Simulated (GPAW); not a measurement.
# BiS (R-3m) in GPAW: convergence with bands over the usual count

Aim: find how far bands over the usual count must go before the results for BiS settle, at PBE. This setting moves, with any that are tied to it; all else stays.

Everything below comes from runs of GPAW 26.7.0. Logs are shortened: lines on timing, memory, paths and dates and some standing lists are left out, and cuts for length are marked. The log counts tension as positive stress, the text compression.

**1. The crystal as given**

The structure is trigonal, space group R-3m (No. 166). The conventional cell has a = 4.219 Å, b = 4.219 Å, c = 10.501 Å, α = 90.00°, β = 90.00°, γ = 120.00°. Bi (site symmetry -3m) has 6 S at 3.00 Å as nearest neighbours. Around S (site symmetry -3m) lie 6 Bi at 3.00 Å.

The cell was built by a generator and needn't be a form met in nature.

**2. With bands over the usual count 0.72**

File run.py:

```python
from ase import Atoms
from ase.dft.bandgap import bandgap
from ase.io import write
from ase.units import GPa
from gpaw import GPAW, PW

atoms = Atoms(['Bi', 'S'],
              cell=[[2.1092708692, 1.2177881041, 3.50048748],
                    [-2.1092708692, 1.2177881041, 3.50048748],
                    [0.0, -2.4355762082, 3.50048748]],
              scaled_positions=[[0.0, 0.0, 0.0],
                                [0.5, 0.5, 0.5]],
              pbc=True)

calc = GPAW(mode=PW(600),
            xc='PBE',
            kpts={'size': (6, 6, 6), 'gamma': True},
            occupations={'name': 'fermi-dirac', 'width': 0.05},
            nbands=14,
            convergence={'density': 1e-05, 'energy': 1e-05},
            maxiter=100,
            txt='gpaw.txt')
atoms.calc = calc
energy = atoms.get_potential_energy()
forces = atoms.get_forces()
stress = atoms.get_stress()
calc.write('gs.gpw')
write('result.traj', atoms)
print(f'Energy: {energy:.6f} eV')
print('Forces (eV/A):')
print(forces.round(4))
print('Stress (GPa):', (stress / GPa).round(3))
print('Fermi level:', round(calc.get_fermi_level(), 4), 'eV')
print(f'Gap: {bandgap(calc)[0]:.4f} eV, direct: {bandgap(calc, direct=True)[0]:.4f} eV')
```

Potentials or basis: GPAW PAW data sets (gpaw-data 1.2.1), pw.

Run with:

```sh
$ OMP_NUM_THREADS=1 python run.py
```

Wall time 32 s (1 thread of Intel Xeon at 2.50GHz (Skylake/Cascade Lake), shared host); peak memory 0.17 GiB.

What came out:

```yaml
Free_energy: -8.8696 eV
Pressure: -1.2 GPa
Band_gap_on_the_k_mesh: none (metal or under the smearing width)
```

**3. With bands over the usual count 0.8**

run.py: that of step 2 with these lines changed.

```diff
@@ -18,3 +18,3 @@
             occupations={'name': 'fermi-dirac', 'width': 0.05},
-            nbands=14,
+            nbands=16,
             convergence={'density': 1e-05, 'energy': 1e-05},
```

Potentials or basis: GPAW PAW data sets (gpaw-data 1.2.1), pw.

Run with:

```sh
$ OMP_NUM_THREADS=1 python run.py
```

Wall time 33 s (1 thread of Intel Xeon at 2.50GHz (Skylake/Cascade Lake), shared host); peak memory 0.17 GiB.

It converged, with:

```yaml
Free_energy: -8.8696 eV
Pressure: -1.2 GPa
Band_gap_on_the_k_mesh: none (metal or under the smearing width)
```

**4. With bands over the usual count 0.9**

run.py: that of step 3 with these lines changed.

```diff
@@ -18,3 +18,3 @@
             occupations={'name': 'fermi-dirac', 'width': 0.05},
-            nbands=16,
+            nbands=18,
             convergence={'density': 1e-05, 'energy': 1e-05},
```

Run with:

```sh
$ OMP_NUM_THREADS=1 python run.py
```

Run time: 30 s. Hardware: 1 thread of Intel Xeon at 2.50GHz (Skylake/Cascade Lake), shared host; peak memory 0.17 GiB.

Results (log left out):

| Quantity | Value |
| --- | --- |
| Free energy | -8.8696 eV |
| Pressure | -1.2 GPa |
| Band gap on the k mesh | none (metal or under the smearing width) |

**5. With bands over the usual count 1**

run.py: that of step 4 with these lines changed.

```diff
@@ -18,3 +18,3 @@
             occupations={'name': 'fermi-dirac', 'width': 0.05},
-            nbands=18,
+            nbands=20,
             convergence={'density': 1e-05, 'energy': 1e-05},
```

Run with:

```sh
$ OMP_NUM_THREADS=1 python run.py
```

Wall time 35 s (1 thread of Intel Xeon at 2.50GHz (Skylake/Cascade Lake), shared host); peak memory 0.17 GiB.

Results (log left out):

```yaml
Free_energy: -8.8696 eV
Pressure: -1.2 GPa
Band_gap_on_the_k_mesh: none (metal or under the smearing width)
```

**6. With bands over the usual count 1.3**

run.py: that of step 5 with these lines changed.

```diff
@@ -18,3 +18,3 @@
             occupations={'name': 'fermi-dirac', 'width': 0.05},
-            nbands=20,
+            nbands=25,
             convergence={'density': 1e-05, 'energy': 1e-05},
```

Potentials or basis: GPAW PAW data sets (gpaw-data 1.2.1), pw.

Run with:

```sh
$ OMP_NUM_THREADS=1 python run.py
```

Run time: 36 s. Hardware: 1 thread of Intel Xeon at 2.50GHz (Skylake/Cascade Lake), shared host; peak memory 0.18 GiB.

It converged, with:

```yaml
Free_energy: -8.8696 eV
Pressure: -1.2 GPa
Band_gap_on_the_k_mesh: none (metal or under the smearing width)
```

**7. With bands over the usual count 1.7**

run.py: that of step 6 with these lines changed.

```diff
@@ -18,3 +18,3 @@
             occupations={'name': 'fermi-dirac', 'width': 0.05},
-            nbands=25,
+            nbands=33,
             convergence={'density': 1e-05, 'energy': 1e-05},
```

Run with:

```sh
$ OMP_NUM_THREADS=1 python run.py
```

Run time: 57 s. Hardware: 1 thread of Intel Xeon at 2.50GHz (Skylake/Cascade Lake), shared host; peak memory 0.18 GiB.

The run converged. Its results:

| Item | Value |
| --- | --- |
| Free energy | -8.8696 eV |
| Pressure | -1.2 GPa |
| Band gap on the k mesh | none (metal or under the smearing width) |

**8. With bands over the usual count 2.5**

run.py: that of step 7 with these lines changed.

```diff
@@ -18,3 +18,3 @@
             occupations={'name': 'fermi-dirac', 'width': 0.05},
-            nbands=33,
+            nbands=48,
             convergence={'density': 1e-05, 'energy': 1e-05},
```

Potentials or basis: GPAW PAW data sets (gpaw-data 1.2.1), pw.

Run with:

```sh
$ OMP_NUM_THREADS=1 python run.py
```

gpaw.txt:

```text
__  _  _
 | _ |_)|_||  |
 |__||  | ||/\| - 26.7.0

Input parameters:
  mode=PW(ecut=600.0),
  convergence={'density': 1e-05, 'energy': 1e-05},
  kpts=MonkhorstPack(size=(6, 6, 6), gamma=True),
  maxiter=100,
  nbands=48,
  occupations=Occupations(name='fermi-dirac', width=0.05),
  xc=XC(name='PBE')

Diagonalizing LCAO Hamiltonian
Converting LCAO to pw mode

       S

       Bi

Atoms  # Å, Bohr magnetons
|   | symbol |        x |        y |        z |    initial magnetic moments |
|---|--------|----------|----------|----------|-----------------------------|
| 0 |     Bi | 0.000000 | 0.000000 | 0.000000 | ( 0.0000,  0.0000,  0.0000) |
| 1 |      S | 0.000000 | 0.000000 | 5.250731 | ( 0.0000,  0.0000,  0.0000) |

Unit cell  # Å
| periodic |         x |         y |        z |  lengths |    angles |
|----------|-----------|-----------|----------|----------|-----------|
|      yes |  2.109271 |  1.217788 | 3.500487 | 4.264439 | 59.289200 |
|      yes | -2.109271 |  1.217788 | 3.500487 | 4.264439 | 59.289200 |
|      yes |  0.000000 | -2.435576 | 3.500487 | 4.264439 | 59.289200 |

Number of symmetries: 12
Symmetry operations  # r_c * U_cc + t_c -> r_c
|    | kind |            matrix            |
|----|------|------------------------------|
|  0 |  E   |  1, 0, 0,  0, 1, 0,  0, 0, 1 |
|  1 |  σ   |  1, 0, 0,  0, 0, 1,  0, 1, 0 |
|  2 |  σ   |  0, 1, 0,  1, 0, 0,  0, 0, 1 |
|  3 |  C3  |  0, 1, 0,  0, 0, 1,  1, 0, 0 |
|  4 |  C3  |  0, 0, 1,  1, 0, 0,  0, 1, 0 |
|  5 |  σ   |  0, 0, 1,  0, 1, 0,  1, 0, 0 |
|  6 |  C2  |  0, 0,-1,  0,-1, 0, -1, 0, 0 |
|  7 |  S6  |  0, 0,-1, -1, 0, 0,  0,-1, 0 |
|  8 |  S6  |  0,-1, 0,  0, 0,-1, -1, 0, 0 |
|  9 |  C2  |  0,-1, 0, -1, 0, 0,  0, 0,-1 |
| 10 |  C2  | -1, 0, 0,  0, 0,-1,  0,-1, 0 |
| 11 |  i   | -1, 0, 0,  0,-1, 0,  0, 0,-1 |

BZ-sampling:
  Number of BZ points: 216
  Number of IBZ points: 32

  Monkhorst-Pack size: [6, 6, 6]
  Monkhorst-Pack shift: [0.08333333333333333, 0.08333333333333333, 0.08333333333333333]

K-points  # in reciprocal-cell coordinates
|     |                                coordinates |     weight |
|-----|--------------------------------------------|------------|
|   0 | (  0.00000000,   0.00000000,   0.00000000) | 0.00462963 |
|   1 | (  0.16666667,   0.00000000,  -0.16666667) | 0.02777778 |
|   2 | (  0.16666667,   0.00000000,   0.00000000) | 0.02777778 |
|   3 | (  0.16666667,   0.16666667,  -0.16666667) | 0.02777778 |
|   4 | (  0.16666667,   0.16666667,   0.00000000) | 0.02777778 |
|   5 | (  0.16666667,   0.16666667,   0.16666667) | 0.00925926 |
|   6 | (  0.33333333,  -0.16666667,  -0.16666667) | 0.02777778 |
|   7 | (  0.33333333,   0.00000000,  -0.33333333) | 0.02777778 |
|   8 | (  0.33333333,   0.00000000,  -0.16666667) | 0.05555556 |
|   9 | (  0.33333333,   0.00000000,   0.00000000) | 0.02777778 |
| ... |                                            |            |
|  31 | (  0.50000000,   0.50000000,   0.50000000) | 0.00462963 |

Plane wave coefficients: 1829
Cutoff: 600.0 eV

Spin-components: 1 (collinear spins)
Bands:           48
Projectors:      11
Spin-degeneracy: 2
Datatype:        complex128

Parallelization:
  kpt:    1
  domain: 1
  band:   1

Density:
  Valence electrons: 21.0
  Components: 1
  Grid points: [25 25 25]
  Charge: 0.0  # |e|

Potential:
  Grid points: [25 25 25]

species:
  Bi:
    name:    Bismuth
    Z:       83.0
    valence: 15
    core:    68
    charge:  0.0  # [|e|]
    compensation charges:
      type: gauss
      rc: 0.38  # [Å]
      lmax: 2
    cutoffs:
      filter: 2.23  # [Å]
      core: 2.33  # [Å]
    projectors
    | kind |    occ | energy [eV] | rcut [Å] |
    |------|--------|-------------|----------|
    |   6s |  2.000 |     -14.385 |    1.286 |
    |   6p |  3.000 |      -4.580 |    1.275 |
    |   5d | 10.000 |     -27.119 |    1.349 |
    |    s |        |      12.827 |    1.286 |
    |    p |        |      22.631 |    1.275 |
    |    d |        |       0.093 |    1.349 |

    Using partial waves for Bi as LCAO basis

  S:
    name:    Sulfur
    Z:       16.0
    valence: 6
    core:    10
    charge:  0.0  # [|e|]
    compensation charges:
      type: gauss
      rc: 0.24  # [Å]
      lmax: 2
    cutoffs:
      filter: 1.77  # [Å]
      core: 1.66  # [Å]
    projectors
    | kind |    occ | energy [eV] | rcut [Å] |
    |------|--------|-------------|----------|
    |   3s |  2.000 |     -17.254 |    0.974 |
    |   3p |  4.000 |      -7.008 |    0.979 |
    |    s |        |       9.957 |    0.974 |
    |    p |        |      20.203 |    0.979 |
    |    d |        |       0.000 |    0.900 |

    Using partial waves for S as LCAO basis

Reference energy: -595706.002850  # eV

eigensolver:
  PPCG
  Converge bands: occupied
  niter=2

density mixing:
  MSR1-Mixer
  Pratt-step length: 0.05
  Maximum mixing coefficient: 0.75
  Old densities: 10
  SVD Regularization: 0.005
  Good broyden scale: 1.0
  Trust region scale: 1.0
  Backstep threshold: 4.0
  History deletion threshold: 6.0
  Fourier metric: weight=20.0, sigma=0.015

occupation numbers:
  Fermi-Dirac:
    width: 0.0500  # eV

poisson solver:
  ecut: 4800.0  # eV

xc functional:
  name: PBE with 2 nearest neighbor stencil

convergence criteria:
- Maximum integral of absolute [dens]ity change: 1e-05 electrons / valence electron
- Maximum [total energy] change in last 3 cyles: 1e-05 eV / valence electron
- Maximum integral of absolute [eigenst]ate change: 4e-08 eV^2 / valence electron
maximum number of iterations: 100

SCF iterations
|iter     | |      energy | eigst |  dens |
|---------|-|-------------|-------|-------|
|iter:   1| |   -9.099016 | +0.27 |       |
|iter:   2| |   -9.091368 | -2.08 | -1.22 |
|iter:   3| |   -8.856697 | -3.31 | -1.28 |
|iter:   4| |   -8.857699 | -4.00 | -1.90 |
|iter:   5| |   -8.858707 | -4.24 | -2.19 |
|iter:   6| |   -8.858764 | -5.83 | -3.22 |
|iter:   7| |   -8.858783c| -6.23 | -3.64 |
|iter:   8| |   -8.858783c| -7.68c| -4.40 |
|iter:   9| |   -8.858783c| -8.20c| -5.21c|

Converged in 9 steps
Energy contributions relative to reference atoms: (reference = -595706.002850)

Energy contributions:
  Kinetic:          20.265800
  Coulomb:         -19.831792
  Zero:             -1.381162
  External:          0.000000
  Xc:               -7.900838
  Entropy:          -0.021583
  Spinorbit:         0.000000
  ----------------------------
  Free energy:      -8.869574
  Extrapolated:     -8.858783

dipole moment: (0.000000, -0.000000, -40.912097)  # |e|*Ang

Fermi level: 6.796
Eigenvalues  # (at kpt = [0.000, 0.000, 0.000])
| band index |      eig [eV] | occ [0-2] |
|------------|---------------|-----------|
|          0 |       -17.022 |     2.000 |
|        ... |               |           |
|          2 |       -17.018 |     2.000 |
|          3 |       -17.013 |     2.000 |
|          4 |       -17.013 |     2.000 |
|          5 |        -8.111 |     2.000 |
|          6 |        -2.086 |     2.000 |
|          7 |         3.360 |     2.000 |
[... 8 lines left out ...]
|         16 |        13.814 |     0.000 |
|         17 |        14.174 |     0.000 |
|        ... |               |           |
|         47 |        42.615 |     0.000 |

No gap
No difference between direct/indirect transitions

Forces  # eV/Ang
|       x |        y |       z |
|---------|----------|---------|
| 0.00000 |  0.00000 | 0.00000 |  # Bi   0
| 0.00000 | -0.00000 | 0.00000 |  # S    1

Stress tensor  # eV/Ang^3
|        x |         y |         z |
|----------|-----------|-----------|
| 0.009957 | -0.000000 |  0.000000 |
| 0.000000 |  0.009957 | -0.000000 |
| 0.000000 | -0.000000 |  0.002773 |

# Writing to gs.gpw (mode='')
```

Wall time 61 s (1 thread of Intel Xeon at 2.50GHz (Skylake/Cascade Lake), shared host); peak memory 0.2 GiB.

What came out:

- Free energy: -8.8696 eV
- Pressure: -1.2 GPa
- Band gap on the k mesh: none (metal or under the smearing width)

**9. Summary**

| bands over the usual count | energy less the tightest run, at zero smearing (meV/atom) | SCF cycles | CPU time (s) | peak memory (GiB) |
| --- | --- | --- | --- | --- |
| 0.72 | 0.00 | 10 | 32 | 0.17 |
| 0.8 | 0.00 | 10 | 33 | 0.17 |
| 0.9 | 0.00 | 10 | 30 | 0.17 |
| 1 | 0.00 | 10 | 35 | 0.17 |
| 1.3 | 0.00 | 10 | 36 | 0.18 |
| 1.7 | 0.00 | 10 | 57 | 0.18 |
| 2.5 | 0.00 | 9 | 61 | 0.2 |

Against the tightest run, the energy stays within 1 meV/atom from 0.72 on. The tightest run that finished is the yardstick and may itself not be fully converged.

Caveats: spin-orbit coupling is left out, which moves the levels of the heavy elements.
